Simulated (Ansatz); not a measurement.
# Sn3Te2O: the cost of one run

Program: Ansatz 0.2.0. Level of theory: DFT PBE, scalar-relativistic, plane waves, PAW. These are calculated values, not measurements.

1 further run of the same task is left out (it didn't finish).

## Step 1: The system as given

It takes space group P6mm (No. 183, hexagonal). Conventional cell: a = 6.284 Å, b = 6.284 Å, c = 4.413 Å, α = 90.00°, β = 90.00°, γ = 120.00°. Sn (site symmetry 2mm) is surrounded by 4 Te at 2.84 to 2.87 Å and 4 Sn at 3.14 Å and 4 O at 3.67 to 4.03 Å. Around Te (site symmetry 3m) lie 6 Sn at 2.84 to 2.87 Å. O (site symmetry 6mm) has 6 Te at 3.64 Å and 12 Sn at 3.67 to 4.03 Å as nearest neighbours.

As a file:

```cif
data_structure
_symmetry_space_group_name_H-M 'P 1'
_symmetry_Int_Tables_number 1
_cell_length_a 6.2836
_cell_length_b 6.2836
_cell_length_c 4.4134
_cell_angle_alpha 90.000
_cell_angle_beta 90.000
_cell_angle_gamma 120.000
_cell_volume 150.91
loop_
_atom_site_label
_atom_site_type_symbol
_atom_site_fract_x
_atom_site_fract_y
_atom_site_fract_z
_atom_site_occupancy
Sn1 Sn 0.50000 0.50000 0.45952 1
Sn2 Sn 0.50000 0.00000 0.45952 1
Sn3 Sn 0.00000 0.50000 0.45952 1
Te1 Te 0.66667 0.33333 0.96314 1
Te2 Te 0.33333 0.66667 0.96314 1
O1 O 0.00000 0.00000 0.88881 1
```

Recipe of the guess: species swapped into a database cell of ErCo3Ge2 (P6mm, No. 183), with O on the Er sites, Sn on the Co sites and Te on the Ge sites. Its size is a rough estimate.

## Step 2: The guess as it stands, on a coarse mesh

The input, input.yaml:

```yaml
crystal:
  lattice:
    - [6.28361702, 0.0, 0.0]
    - [-3.14180851, 5.44177197, 0.0]
    - [0.0, 0.0, 4.41342128]
  atoms:
    - { symbol: Sn, position: [0.5, 0.5, 0.45951599] }
    - { symbol: Sn, position: [0.5, 0.0, 0.45951599] }
    - { symbol: Sn, position: [0.0, 0.5, 0.45951599] }
    - { symbol: Te, position: [0.66666667, 0.33333333, 0.96313798] }
    - { symbol: Te, position: [0.33333333, 0.66666667, 0.96313798] }
    - { symbol: O, position: [0.0, 0.0, 0.88881302] }
basis:
  ecutwfc: 420
kpoints:
  mp_grid: { grid: [3, 3, 4] }
hamiltonian:
  xc: pbe
scf:
  occupations: { method: gaussian, width: 0.1 }
  lower_state_search: "off"
output:
  forces: true
  stress: true
  eigenvalues: true
```

Started as:

```console
> ansatz run input.yaml --threads 1 --pin off --max-ram 2560MiB --backend cpu --events-out ev --progress --plain --runs-dir out
```

**Question.** How long does this run take on 1 thread of Intel Xeon at 2.50GHz (Skylake/Cascade Lake), shared host, and how much memory does it need?

About 13 s, with a peak of 0.41 GiB.
